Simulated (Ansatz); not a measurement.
**C2H4BrFSi: one species, many methods**

One table from this session's results is given with a row withheld; the runs are named, their logs left out.

The runs use Ansatz 0.2.0, Gaussian basis; functionals in def2-TZVPP, the program's frozen cores in correlated methods.

Plan: PBE-D4, r2SCAN-D4, PBE0-D4, B3LYP-D4, ωB97X-V, ωB97M-V, B2PLYP; CCSD(T)/def2-TZVPP; MP2/def2-QZVPP; extrapolation to the limit.

### The geometry

The geometry comes from an earlier relaxation with PBE0-D4 in a triple-zeta def2 set; it is a stationary point, not always the lowest conformer.

SMILES `F[Si]1(Br)CC1`, 9 atoms, charge 0, spin multiplicity 1.

Atoms are counted from 1 here; the program's logs count them from 0.

Bond lengths: F1–Si2 1.587 Å, Si2–Br3 2.189 Å, Si2–C4 1.807 Å, Si2–C5 1.807 Å, C4–C5 1.599 Å, C4–H6 1.086 Å, C4–H7 1.085 Å, C5–H8 1.085 Å, C5–H9 1.086 Å. Angles: F1–Si2–Br3 108.8°, F1–Si2–C4 120.5°, F1–Si2–C5 120.5°, Br3–Si2–C4 122.4°, Br3–Si2–C5 122.4°, C4–Si2–C5 52.5°, Si2–C4–C5 63.7°, Si2–C4–H6 120.3°, Si2–C4–H7 121.1°, C5–C4–H6 114.8°, C5–C4–H7 115.4°, H6–C4–H7 112.4°, Si2–C5–C4 63.7°, Si2–C5–H8 121.0°, Si2–C5–H9 120.3°, C4–C5–H8 115.4°, C4–C5–H9 114.8°, H8–C5–H9 112.4°.

Set-up of the first run:

in.yaml

```yaml
crystal:
  periodic: [false, false, false]
  atoms:
    - {symbol: F, position_ang: [1.094514, 2.057341, -0.216430]}
    - {symbol: Si, position_ang: [0.852338, 0.489352, -0.257153]}
    - {symbol: Br, position_ang: [2.675054, -0.488713, -0.973342]}
    - {symbol: C, position_ang: [-0.795151, -0.176490, -0.583107]}
    - {symbol: C, position_ang: [-0.268571, -0.297029, 0.921395]}
    - {symbol: H, position_ang: [-1.639846, 0.492748, -0.717696]}
    - {symbol: H, position_ang: [-0.924966, -1.117879, -1.107232]}
    - {symbol: H, position_ang: [-0.091121, -1.308512, 1.272407]}
    - {symbol: H, position_ang: [-0.813751, 0.302882, 1.644158]}
basis:
  gaussian: {orbitals: def2-TZVPP}
hamiltonian: {xc: pbe, dispersion: d4}
output: {forces: true, orbitals: {seedname: orbitals}}
```

On the command line:

```sh
> ansatz run in.yaml --threads 4 --pin off --events-out ev --progress --plain --max-ram 10444MiB
```

Steps of the session up to this table: PBE-D4 (GGA); r2SCAN-D4 (meta-GGA); PBE0-D4 (hybrid); B3LYP-D4 (hybrid); ωB97X-V (range-separated); ωB97M-V (range-separated); B2PLYP (double hybrid); CCSD(T) in def2-TZVPP; MP2 in def2-QZVPP.

One of the session's tables, all rows but one given; the rest of the session is left out.

It belongs to the step «Atomisation energies». 

```
            method  atomisation energy (kcal/mol)
            PBE-D4                          840.1
         r2SCAN-D4                          828.9
           PBE0-D4                          826.9
          B3LYP-D4                          817.7
           ωB97X-V                              ?
           ωB97M-V                          824.8
            B2PLYP                          812.4
     HF/def2-TZVPP                          607.3
    MP2/def2-TZVPP                          822.8
   CCSD/def2-TZVPP                          788.3
CCSD(T)/def2-TZVPP                          801.5
           MP2/CBS                          846.4
       CCSD(T)/CBS                          825.1
```

Estimate the missing values for ωB97X-V.

The run gave: atomisation energy (kcal/mol): 825.6. In the column «atomisation energy (kcal/mol)» it lies between CCSD(T)/CBS (825.1) and PBE0-D4 (826.9).
